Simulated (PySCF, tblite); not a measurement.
# C₆H₅FSSi: geometry, infrared bands and NMR shifts

Aim: predict the infrared bands and NMR shifts of C₆H₅FSSi (`C#C[Si@@H](F)c1cccs1`).

Programs: tblite 0.8.0 and PySCF 2.14.0, with density-fitted response routines of our own. Each step states its level of theory. These are calculated values for one molecule in the gas phase, unless marked as measured. Atoms are numbered from 0 throughout.

### Step 1. Starting geometry

14 atoms, charge 0, multiplicity 1; geometry from: force field or distance geometry start.

Bonds of the start (Å): C0–C1 1.21, C1–Si2 1.83, Si2–F3 1.66, Si2–C4 1.87, C4–C5 1.36, C5–C6 1.34, C6–C7 1.35, C7–S8 1.67, S8–C4 1.81, C0–H9 1.06, Si2–H10 1.45, C5–H11 1.11, C6–H12 1.12, C7–H13 1.09.

### Step 2. Relaxing the molecule with GFN2-xTB

The job: settings as JSON, then the geometry in Å.

```
{"job": {"kind": "relax", "xc": "GFN2-xTB", "basis": "xTB"}, "charge": 0, "multiplicity": 1}
C      3.276800     1.367800    -0.492300
C      2.559000     0.401600    -0.363200
Si     1.498500    -1.074600    -0.124500
F      1.875500    -1.755500     1.337600
C     -0.297000    -0.558600    -0.155400
C     -0.927500     0.175900     0.795200
C     -2.224800     0.452600     0.588400
C     -2.771600    -0.032100    -0.550000
S     -1.589000    -0.864000    -1.379900
H      3.891800     2.223000    -0.602300
H      1.732200    -1.990900    -1.223500
H     -0.379700     0.520000     1.697300
H     -2.837500     1.040500     1.320300
H     -3.807200     0.094000    -0.869700
```

Command:

```
> OMP_NUM_THREADS=1 python probes_run.py task.json out
```

One launch serves the whole session: the jobs run in the order shown.

**Question.** This job is followed by: GFN2-xTB harmonic vibrations, gas phase; GIAO PBE0/pcSseg-1 NMR shielding, non-relativistic, gas phase. What will the session give for the following? strongest single infrared mode (GFN2-xTB); zero-point energy (GFN2-xTB); 13C shifts against TMS (PBE0/pcSseg-1); 1H shifts against TMS (PBE0/pcSseg-1); 29Si shifts against TMS (PBE0/pcSseg-1); 19F shifts against CFCl3 (PBE0/pcSseg-1); 33S shifts against CS2 (PBE0/pcSseg-1).

**Answer**, as computed:

| quantity | value |
| --- | --- |
| strongest single infrared mode (GFN2-xTB) | 2315 cm⁻¹, 251 km/mol |
| zero-point energy (GFN2-xTB) | 53.5 kcal/mol |
| 13C shifts against TMS (PBE0/pcSseg-1) | 143.3, 141.0, 139.2, 131.5, 104.4, 88.6 ppm |
| 1H shifts against TMS (PBE0/pcSseg-1) | 7.72, 7.69, 7.39, 5.63, 2.14 ppm |
| 29Si shifts against TMS (PBE0/pcSseg-1) | -29.1 ppm |
| 19F shifts against CFCl3 (PBE0/pcSseg-1) | -202.3 ppm |
| 33S shifts against CS2 (PBE0/pcSseg-1) | 252 ppm |

In words: The optimisation took 97 steps and gained 0.477 eV; among the close pairs (by a distance rule), C4–S8 changed most, from 1.806 to 1.737 Å. All 36 modes are real, so the xTB geometry is a minimum. The strongest single mode, at 2315 cm⁻¹, moves mainly H10. GFN2-xTB is a fitted tight-binding method: band positions and strengths are rough. Its intensities can rank the bands wrongly. NICS(1)zz of -29 ppm above the planar ring from C4 marks a diatropic (aromatic) ring current.
